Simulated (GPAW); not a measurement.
The system is PtSe.

```
Pt Se
1.0
     0.00000    2.79841    2.79841
     2.79841    0.00000    2.79841
     2.79841    2.79841    0.00000
Pt Se
1 1
Cartesian
  2.7984 2.7984 2.7984
  0.0000 0.0000 0.0000
```

The cell comes from a database or a generator and needn't be the stable form of this composition.

```yaml
Program: GPAW 26.7.0
Task: relaxation of cell and atoms
Functional: BLYP
Dispersion: D3
Potentials_or_basis: PAW data sets generated in the run's folder for this functional
Cutoff: 600 eV
Basis: pw
k_mesh: 8 × 8 × 8
Occupations: fermi-dirac, width 0.05 eV
Spin: no spin polarisation
```

At the start: pressure -14.2 GPa; volume 21.91 Å³/atom.

Question: How do energy, volume and symmetry change on relaxing?

Answer: Over 5 steps the energy falls by 157.4 meV/atom and the volume is 18.86 Å³/atom (-13.9 %); space group Fm-3m (No. 225, to 0.05 Å).

The path:
| step | energy change (eV) | largest force (eV/Å) | pressure (GPa) | volume (Å³) |
| --- | --- | --- | --- | --- |
| 1 | 0.0000 | 0.0000 | -14.18 | 43.83 |
| 2 | -0.1432 | 0.0000 | -11.39 | 42.05 |
| 3 | -0.2991 | 0.0000 | 4.49 | 36.56 |
| 4 | -0.3145 | 0.0000 | -0.63 | 37.89 |
| 5 | -0.3148 | 0.0000 | -0.02 | 37.72 |

Final structure:
```yaml
crystal:
  lattice:
    - [0.00000, 2.66180, 2.66180]
    - [2.66180, 0.00000, 2.66180]
    - [2.66180, 2.66180, 0.00000]
  atoms:
    - { symbol: Pt, position: [0.50000, 0.50000, 0.50000] }
    - { symbol: Se, position: [0.00000, 0.00000, 0.00000] }
```

Caveat: later steps reuse the first step's grids; pairwise dispersion overbinds metals, which lowers pressure and volume.
